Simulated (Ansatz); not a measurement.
# CH3BClFO: how energies converge with the basis set

The task here is to estimate one member of a computed series from the others.

Program: Ansatz 0.2.0, Gaussian basis. Level of theory: one geometry, several basis sets. These are calculated values, not measurements.

The runs, in order: PBE0-D4/def2-SVP; ωB97M-V/def2-SVP; PBE0-D4/def2-QZVPP; ωB97M-V/def2-QZVPP; the functionals' def2-TZVPP values are taken from earlier runs.

### Structure used throughout

All runs share one geometry, relaxed beforehand with PBE0-D4 in a triple-zeta def2 set.

SMILES `COB(F)Cl`, 8 atoms, charge 0, spin multiplicity 1.

Atoms are counted from 1 here; the program's logs count them from 0.

Bond lengths: C1–O2 1.414 Å, C1–H6 1.091 Å, C1–H7 1.090 Å, C1–H8 1.091 Å, O2–B3 1.333 Å, B3–F4 1.320 Å, B3–Cl5 1.765 Å. Angles: O2–C1–H6 108.6°, O2–C1–H7 108.2°, O2–C1–H8 111.7°, H6–C1–H7 109.1°, H6–C1–H8 109.6°, H7–C1–H8 109.7°, C1–O2–B3 126.0°, O2–B3–F4 118.3°, O2–B3–Cl5 124.1°, F4–B3–Cl5 117.7°.

Coordinates:

```
C     0.6620   -0.4154    0.8046
O    -0.1223   -0.6545   -0.3475
B    -0.7824    0.2649   -1.0514
F    -1.4666   -0.1299   -2.1088
Cl   -0.8018    1.9856   -0.6585
H     1.7006   -0.6588    0.5760
H     0.3089   -1.0728    1.5997
H     0.5937    0.6237    1.1300
```

The first run:

in.yaml reads:

```yaml
crystal:
  periodic: [false, false, false]
  atoms:
    - {symbol: C, position_ang: [0.662021, -0.415361, 0.804633]}
    - {symbol: O, position_ang: [-0.122327, -0.654523, -0.347535]}
    - {symbol: B, position_ang: [-0.782374, 0.264925, -1.051351]}
    - {symbol: F, position_ang: [-1.466611, -0.129892, -2.108775]}
    - {symbol: Cl, position_ang: [-0.801756, 1.985589, -0.658524]}
    - {symbol: H, position_ang: [1.700588, -0.658793, 0.575980]}
    - {symbol: H, position_ang: [0.308852, -1.072786, 1.599658]}
    - {symbol: H, position_ang: [0.593707, 0.623740, 1.130015]}
basis:
  gaussian: {orbitals: def2-SVP}
hamiltonian: {xc: pbe0, dispersion: d4}
output: {orbitals: {seedname: orbitals}}
```

Steps of the session up to this table: PBE0-D4 in def2-SVP; ωB97M-V in def2-SVP; PBE0-D4 in def2-QZVPP; ωB97M-V in def2-QZVPP.

One table of the session follows, with a row left open; its other results are not shown here.

It belongs to the step «Functionals by basis». 

```
functional       basis  HOMO (eV)  LUMO (eV)
   PBE0-D4    def2-SVP      -9.17       0.90
   PBE0-D4  def2-TZVPP          ?          ?
   PBE0-D4  def2-QZVPP      -9.33       0.47
   ωB97M-V    def2-SVP     -11.45       3.07
   ωB97M-V  def2-TZVPP     -11.63       2.20
   ωB97M-V  def2-QZVPP     -11.66       1.68
```

Q: Estimate the row for PBE0-D4, def2-TZVPP from the others.

As computed: HOMO (eV): -9.30; LUMO (eV): 0.57. In the column «HOMO (eV)» it lies between PBE0-D4, def2-QZVPP (-9.33) and PBE0-D4, def2-SVP (-9.17).
